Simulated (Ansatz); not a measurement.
# CoW: the cost of one run

Computed with Ansatz 0.2.0 (DFT PBE, scalar-relativistic, plane waves, PAW, unless a step's input says otherwise).

2 further runs of the same task are left out: 1 that didn't finish, 1 set aside as unsound or not needed.

### Step 1. The system as given

It takes space group Fm-3m (No. 225, cubic). The conventional cell has a = 4.876 Å, b = 4.876 Å, c = 4.876 Å, α = 90.00°, β = 90.00°, γ = 90.00°. Co (site symmetry m-3m) has 6 W at 2.44 Å as nearest neighbours. W (site symmetry m-3m) has 6 Co at 2.44 Å as nearest neighbours.

Structure file:

```cif
data_structure
_symmetry_space_group_name_H-M 'P 1'
_symmetry_Int_Tables_number 1
_cell_length_a 3.4476
_cell_length_b 3.4476
_cell_length_c 3.4476
_cell_angle_alpha 60.000
_cell_angle_beta 60.000
_cell_angle_gamma 60.000
_cell_volume 28.98
loop_
_atom_site_label
_atom_site_type_symbol
_atom_site_fract_x
_atom_site_fract_y
_atom_site_fract_z
_atom_site_occupancy
Co1 Co 0.00000 0.00000 0.00000 1
W1 W 0.50000 0.50000 0.50000 1
```

It is the end of an earlier relaxation with the same method, from a database cell with other species swapped in; it is a trial structure. At a tolerance of 0.05 Å it has space group Fm-3m (No. 225); it has 14.49 Å³/atom, an uncorrected energy of +0.85 eV/atom over the elements.

### Step 2. Electronic structure at the relaxed geometry

Contents of input.yaml:

```yaml
crystal:
  lattice:
    - [0.0, 2.4378546309, 2.4378546309]
    - [2.4378546309, 0.0, 2.4378546309]
    - [2.4378546309, 2.4378546309, 0.0]
  atoms:
    - { symbol: Co, position: [0.0, 0.0, 0.0] }
    - { symbol: W, position: [0.5, 0.5, 0.5] }
basis:
  ecutwfc: 420
kpoints:
  mp_grid: { grid: [20, 20, 20] }
  band_path:
    path:
      - [[0.0, 0.0, 0.0], [0.5, 0.0, 0.5], [0.625, 0.25, 0.625]]
      - [[0.375, 0.375, 0.75], [0.0, 0.0, 0.0], [0.5, 0.5, 0.5], [0.5, 0.25, 0.75], [0.5, 0.0, 0.5]]
    npoints: 14
hamiltonian:
  xc: pbe
scf:
  occupations: { method: gaussian, width: 0.1 }
  n_extra_bands: 6
output:
  forces: true
  stress: true
  eigenvalues: true
  populations: true
  dos: { projected: true, de: 0.02, nscf_kmesh: { grid: [24, 24, 24] } }
  bader: true
  write_density: true
  write_potential: true
  elf: true
  volumetric_format: npy
```

Launch:

```sh
ansatz run input.yaml --threads 1 --pin off --max-ram 2560MiB --backend cpu --events-out ev --progress --plain --runs-dir out
```

Q: Estimate wall time and peak memory on 1 thread of Arm Neoverse V1, shared host.

About 40 s, with a peak of 0.43 GiB.
